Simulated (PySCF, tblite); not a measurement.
**C4H10NSi2 radical: geometry, infrared bands and EPR parameters**

Aim: predict the infrared bands and EPR parameters of C4H10NSi2 radical (`[CH2][Si@@]([SiH3])(C#N)CC`).

Computed with tblite 0.8.0 and PySCF 2.14.0, with density-fitted response routines of our own, on a single molecule in the gas phase. Atoms count from 0, in the outputs and in this text.

## (1) The starting structure

17 atoms, charge 0, multiplicity 2; geometry from: force field or distance geometry start.

Bonds of the start (Å): C0–Si1 1.89, Si1–Si2 2.21, Si1–C3 1.80, C3–N4 1.15, Si1–C5 1.87, C5–C6 1.50, C0–H7 1.10, C0–H8 1.09, Si2–H9 1.48, Si2–H10 1.48, Si2–H11 1.48, C5–H12 1.11, C5–H13 1.12, C6–H14 1.11, C6–H15 1.12, C6–H16 1.12.

## (2) Optimising the geometry with GFN2-xTB

The job: settings as JSON, then the geometry in Å.

```
{"job": {"kind": "relax", "xc": "GFN2-xTB", "basis": "xTB"}, "charge": 0, "multiplicity": 2}
C     -0.381300     0.338600     2.036100
Si    -0.436200     0.679300     0.181500
Si    -1.884200    -0.681400    -0.787800
C     -0.889700     2.400500    -0.111900
N     -1.187900     3.497600    -0.266700
C      1.270100     0.373400    -0.524400
C      1.805900    -0.991100    -0.183900
H     -1.252500    -0.248800     2.371800
H      0.591700    -0.044600     2.341100
H     -1.495000    -0.813900    -2.214400
H     -3.240100    -0.090500    -0.750000
H     -1.896200    -2.014400    -0.138800
H      1.248100     0.554500    -1.619300
H      1.985700     1.113900    -0.085100
H      2.816700    -1.158900    -0.605100
H      1.073300    -1.736000    -0.574000
H      1.864600    -1.166000     0.920900
```

Started as:

```console
> OMP_NUM_THREADS=1 python probes_run.py task.json out
```

One launch serves the whole session: the jobs run in the order shown.

**Question.** This job is followed by: GFN2-xTB harmonic vibrations, gas phase; UKS B3LYP, pcH-1 on C H N Si, non-relativistic, mean-field spin-orbit, GIAO. Predict these results of the whole session: strongest single infrared mode (GFN2-xTB); zero-point energy (GFN2-xTB); g(iso) (B3LYP); ⟨S²⟩; largest a(iso) (averaged by class); surface potential, 1st and 99th percentile.

**Answer**, as computed:

```
                                 quantity                 value
strongest single infrared mode (GFN2-xTB)  755 cm⁻¹, 690 km/mol
             zero-point energy (GFN2-xTB)         75.7 kcal/mol
                           g(iso) (B3LYP)               2.00262
                                     ⟨S²⟩    0.754 (exact 0.75)
       largest a(iso) (averaged by class)   13C on C0, 87.4 MHz
    surface potential, 1st and 99th percentile    -1.78 V and 1.28 V
```

Relaxing lowered the energy by 0.648 eV in 86 steps; the close pair that moved most is Si1–Si2, from 2.211 to 2.358 Å. No mode is imaginary among the 45: a minimum at this level. The strongest single mode, at 755 cm⁻¹, is spread over several atoms, H10, H9, H11 among them. Unscaled tight-binding wavenumbers are off by several per cent, some by more. Its intensities can rank the bands wrongly. C0 carries the largest spin population, 1.01 e. The isotropic g lies 0.3 ppt above the free-electron value.
